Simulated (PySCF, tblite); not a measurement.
# beryllium dihydride (BeH2): isotopologues and vibrational averages

How do isotopes change the rotational constants and shieldings of beryllium dihydride (BeH2) (`[BeH2]`)?

Programs: PySCF 2.14.0 with density-fitted response routines of our own, and tblite 0.8.0. All values are computed, except where a source is named. Atoms count from 0 throughout.

## (1) The molecule as given

3 atoms, charge 0, multiplicity 1; geometry from: force field or distance geometry start.

Bonds of the start (Å): Be0–H1 1.36, Be0–H2 1.40.

## (2) GFN2-xTB relaxation, lowest of a short conformer search

What the job is given:

```
{"job": {"xc": "GFN2-xTB", "basis": "xTB", "kind": "relax"}, "charge": 0, "multiplicity": 1}
Be    -0.018500     0.048600    -0.010600
H     -1.314700    -0.374800    -0.046000
H      1.379200     0.118800     0.006400
```

Run with:

```sh
OMP_NUM_THREADS=1 python ens_run.py task.json out
```

The driver reads the study from task.json and runs its stages one after another.

The log of the run:

```text
step      E/eV     max force
  0     -46.57229    1.242
  1     -46.60960    1.069
  2     -46.69138    0.790
  3     -46.70714    0.184
  4     -46.70873    0.154
  5     -46.70966    0.124
  6     -46.71080    0.151
  7     -46.71320    0.210
  8     -46.71567    0.188
  9     -46.71658    0.093
 10     -46.71679    0.019
 11     -46.71681    0.003
```

It took 0.04 s on 1 thread of Arm Neoverse V1, shared host.

The energy fell by 0.145 eV, and the atoms moved 0.11 Å (root mean square).

## (3) Tight optimisation and Hessian

What the job is given:

```
{"job": {"xc": "B3LYP", "basis": "pcJ-1", "j": true, "grid": 2, "temperatures": [100, 300], "kind": "geom"}, "charge": 0, "multiplicity": 1}
Be     0.015427    -0.069487    -0.016755
H     -1.242705    -0.299923    -0.041227
H      1.273202     0.161968     0.007769
```

The log of the run:

```text
step   0  E = -433.0987885 eV  max force = 0.75634
step   1  E = -433.1309291 eV  max force = 0.13422
step   2  E = -433.1321353 eV  max force = 0.01254
step   3  E = -433.1321392 eV  max force = 0.00733
step   4  E = -433.1321473 eV  max force = 0.00233
step   5  E = -433.1321478 eV  max force = 0.00054
step   6  E = -433.1321478 eV  max force = 0.00054
step   7  E = -433.1321478 eV  max force = 0.00002
harmonic wavenumbers (cm-1): 736.3 736.4 2051.2 2263.3
```

It took 6.2 s on 1 thread of Arm Neoverse V1, shared host; peak memory 0.29 GiB.

## (4) Displacements along the modes, parent

What the job is given:

```
{"job": {"xc": "B3LYP", "basis": "pcJ-1", "j": true, "grid": 2, "temperatures": [100, 300], "kind": "vib", "mass_numbers": [9, 1, 1]}, "charge": 0, "multiplicity": 1}
Be     0.015308    -0.069147    -0.016738
H     -1.286735    -0.308188    -0.042094
H      1.317351     0.169893     0.008619
```

The log of the run:

```text
mode    cm-1    km/mol   phi_rrr   E(+)/cm-1  E(-)/cm-1
  1    736.30   368.88      -0.0     133.72     133.72
  2    736.43   368.88      -0.0     133.72     133.72
  3   2051.16     0.00    -765.8     343.10     398.14
  4   2263.32   238.71       0.0     409.28     409.28
```

Wall time 3.8 s (1 thread of Arm Neoverse V1, shared host); peak memory 0.29 GiB.

## (5) Displacements along the modes, 2H at atom 1

What the job is given:

```
{"job": {"xc": "B3LYP", "basis": "pcJ-1", "j": true, "grid": 2, "temperatures": [100, 300], "kind": "vib", "mass_numbers": [9, 2, 1]}, "charge": 0, "multiplicity": 1}
Be     0.015308    -0.069147    -0.016738
H     -1.286735    -0.308188    -0.042094
H      1.317351     0.169893     0.008619
```

The log of the run:

```text
mode    cm-1    km/mol   phi_rrr   E(+)/cm-1  E(-)/cm-1
  1    656.85   293.54       0.3     119.66     119.64
  2    656.98   293.54      -0.1     119.65     119.65
  3   1572.12    34.40     700.5     309.73     259.42
  4   2182.09   155.38    1137.9     436.72     355.08
```

Run time: 3.8 s. Hardware: 1 thread of Arm Neoverse V1, shared host; peak memory 0.29 GiB.

## (6) Displacements along the modes, 2H at atom 1, 2H at atom 2

What the job is given:

```
{"job": {"xc": "B3LYP", "basis": "pcJ-1", "j": true, "grid": 2, "temperatures": [100, 300], "kind": "vib", "mass_numbers": [9, 2, 2]}, "charge": 0, "multiplicity": 1}
Be     0.015308    -0.069147    -0.016738
H     -1.286735    -0.308188    -0.042094
H      1.317351     0.169893     0.008619
```

The log of the run:

```text
mode    cm-1    km/mol   phi_rrr   E(+)/cm-1  E(-)/cm-1
  1    566.38   218.38       0.0     102.65     102.65
  2    566.48   218.38      -0.0     102.65     102.65
  3   1450.95     0.00     455.1     278.25     245.52
  4   1741.00   141.34       0.0     314.50     314.50
```

Run time: 3.8 s. Hardware: 1 thread of Arm Neoverse V1, shared host; peak memory 0.29 GiB.

## (7) Vibrational averages by isotopologue

What the job is given:

```
{"job": {"xc": "B3LYP", "basis": "pcJ-1", "j": true, "grid": 2, "temperatures": [100, 300], "kind": "iso"}, "charge": 0, "multiplicity": 1}
Be     0.015308    -0.069147    -0.016738
H     -1.286735    -0.308188    -0.042094
H      1.317351     0.169893     0.008619
```

The log of the run:

```text
parent
  Be/MHz None 143019.554 143019.554
  B0/MHz None 141435.778 141435.778
  ZPE/cm-1 2893.6
  <sigma>(0 K)/ppm 78.283 28.000 28.000
2H at atom 1
  Be/MHz None 98127.516 98127.516
  B0/MHz None 97222.983 97222.983
  ZPE/cm-1 2534.0
  <sigma>(0 K)/ppm 78.317 28.056 28.008
2H at atom 1, 2H at atom 2
  Be/MHz None 71564.748 71564.748
  B0/MHz None 71003.242 71003.242
  ZPE/cm-1 2162.4
  <sigma>(0 K)/ppm 78.354 28.068 28.068
```

Run time: 18 s. Hardware: 1 thread of Arm Neoverse V1, shared host; peak memory 0.29 GiB. This counts the whole study up to here.

Rotational constants (MHz) at equilibrium and in the ground state:

| isotopologue | Be | B0 | zero-point change (cm⁻¹) |
| --- | --- | --- | --- |
| parent | 143019.6 | 141435.8 | 0.0 |
| 2H at atom 1 | 98127.5 | 97223.0 | -359.6 |
| 2H at atom 1, 2H at atom 2 | 71564.7 | 71003.2 | -731.2 |

Shieldings of the first species (ppm): at equilibrium, the vibrational parts at 0 K, and the averages:

| atom | equilibrium | anharmonic | harmonic | 0 K | 100 K | 300 K |
| --- | --- | --- | --- | --- | --- | --- |
| Be0 | 78.64 | 0.33 | -0.69 | 78.28 | 78.30 | 78.29 |
| H1 | 28.27 | -0.12 | -0.15 | 28.00 | 28.00 | 27.98 |
| H2 | 28.27 | -0.12 | -0.15 | 28.00 | 28.00 | 27.98 |

Isotope effects on the shieldings at 0 K (ppb; positive means more shielded):

| atom | 2H at atom 1 | 2H at atom 1, 2H at atom 2 |
| --- | --- | --- |
| Be0 | 34 | 72 |
| H1 | 56 | 68 |
| H2 | 8 | 68 |

## (8) Results

| quantity | value |
| --- | --- |
| point group | D∞h |
| B0 of the first species | 141435.8 MHz |
| zero-point energy | 2894 cm⁻¹ |
| zero-point change of σ(Be0) | -0.36 ppm |

What this shows: Zero-point motion changes the shielding of Be0 most, by -0.36 ppm. The largest secondary isotope effect is 72 ppb on Be0, 1 bond from the change (2H at atom 1, 2H at atom 2).
